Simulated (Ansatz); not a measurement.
# AlHIO radical (SMILES [O][AlH][I]): one structure at several levels

The atoms stand at a structure displaced at random from a GFN2-xTB minimum. How far do the functionals agree with CCSD(T) there?

Program: Ansatz 0.2.0, Gaussian basis. Level of theory: single points in def2-TZVPP. These are calculated values, not measurements.

Cores are frozen in the correlated methods. Filled d shells of the heavier atoms are correlated. Core potentials replace the inner electrons past krypton, and spin-orbit coupling is left out. Orbitals are unrestricted.

### Step 1. The system as given

SMILES `[O][AlH][I]`, 4 atoms, charge 0, spin multiplicity 2.

Atoms are counted from 1 here; the program's logs count them from 0.

Bond lengths: O1–Al2 1.629 Å, Al2–I3 2.462 Å, Al2–H4 1.620 Å. Angles: O1–Al2–I3 131.8°, O1–Al2–H4 129.3°, I3–Al2–H4 98.9°.

Geometry (Å):

```xyz
4
AlHIO
O    -1.6482   -0.9301    0.1974
Al   -0.3037   -0.0491   -0.0676
I     2.0464   -0.4085    0.5721
H    -0.1440    1.3803   -0.8138
```

### Step 2. CCSD(T)/def2-TZVPP

run/in.yaml

```yaml
crystal:
  periodic: [false, false, false]
  atoms:
    - {symbol: O, position_ang: [-1.648200, -0.930100, 0.197400]}
    - {symbol: Al, position_ang: [-0.303700, -0.049100, -0.067600]}
    - {symbol: I, position_ang: [2.046400, -0.408500, 0.572100]}
    - {symbol: H, position_ang: [-0.144000, 1.380300, -0.813800]}
basis:
  gaussian: {orbitals: def2-TZVPP}
magnetization: {spin_polarized: true, initial_magnetization: 1}
correlation: {method: ccsd_t}
scf: {omitted_lower_state_checks: [cluster_reference]}
output: {forces: true}
```

No record of the launch command was kept for these runs.

### Step 3. PBE0-D4/def2-TZVPP

run/in.yaml, as its differences from that of step 2:

```diff
@@ -10,4 +10,3 @@
 magnetization: {spin_polarized: true, initial_magnetization: 1}
-correlation: {method: ccsd_t}
-scf: {omitted_lower_state_checks: [cluster_reference]}
-output: {forces: true}
+hamiltonian: {xc: pbe0, dispersion: d4}
+output: {forces: true, orbitals: {seedname: orbitals}}
```

### Step 4. wB97M-V/def2-TZVPP

run/in.yaml, as its differences from that of step 3:

```diff
@@ -10,3 +10,3 @@
 magnetization: {spin_polarized: true, initial_magnetization: 1}
-hamiltonian: {xc: pbe0, dispersion: d4}
-output: {forces: true, orbitals: {seedname: orbitals}}
+hamiltonian: {xc: {name: wB97M-V}}
+output: {forces: true}
```

### Step 5. r2SCAN-D4/def2-TZVPP

run/in.yaml, as its differences from that of step 4:

```diff
@@ -10,3 +10,3 @@
 magnetization: {spin_polarized: true, initial_magnetization: 1}
-hamiltonian: {xc: {name: wB97M-V}}
+hamiltonian: {xc: r2scan, dispersion: d4}
 output: {forces: true}
```

### Step 6. PBE-D4/def2-TZVPP

run/in.yaml, as its differences from that of step 5:

```diff
@@ -10,3 +10,3 @@
 magnetization: {spin_polarized: true, initial_magnetization: 1}
-hamiltonian: {xc: r2scan, dispersion: d4}
+hamiltonian: {xc: pbe, dispersion: d4}
 output: {forces: true}
```

### Step 7. revPBE-D4/def2-TZVPP

run/in.yaml, as its differences from that of step 6:

```diff
@@ -10,3 +10,3 @@
 magnetization: {spin_polarized: true, initial_magnetization: 1}
-hamiltonian: {xc: pbe, dispersion: d4}
+hamiltonian: {xc: {name: revPBE}, dispersion: d4}
 output: {forces: true}
```

### Step 8. SPW92/def2-TZVPP

run/in.yaml, as its differences from that of step 7:

```diff
@@ -10,3 +10,3 @@
 magnetization: {spin_polarized: true, initial_magnetization: 1}
-hamiltonian: {xc: {name: revPBE}, dispersion: d4}
+hamiltonian: {xc: lda}
 output: {forces: true}
```

(Steps that only read results are left out.)

Before running it: what results should come out? Wanted: energy less free atoms, CCSD(T)/def2-TZVPP; RMS force component; RMS force error; HOMO and LUMO, PBE0-D4; T1 diagnostic.

The runs gave:

| quantity | value |
| --- | --- |
| energy less free atoms, CCSD(T)/def2-TZVPP | -223.5 kcal/mol |
| RMS force component | 0.598 to 1.643 eV/Å over the methods |
| RMS force error | PBE0-D4 0.217, wB97M-V 0.088, r2SCAN-D4 0.343, PBE-D4 0.669, revPBE-D4 0.569, SPW92 1.062 eV/Å |
| HOMO and LUMO, PBE0-D4 | -7.83 and -5.41 eV |
| T1 diagnostic | 0.014 |

**Reading.** Against CCSD(T) the functionals' energies less atoms differ by -49.2 to -5.8 kcal/mol, PBE-D4 by -14.6 kcal/mol. The reference is not at the basis limit: in triple zeta CCSD(T) underbinds, which counts against methods that bind more; the gaps are no ranking. On forces the order runs from wB97M-V to SPW92. Frozen-core CCSD(T) forces in triple zeta carry basis errors of their own, and this is one geometry, so small gaps rank nothing.
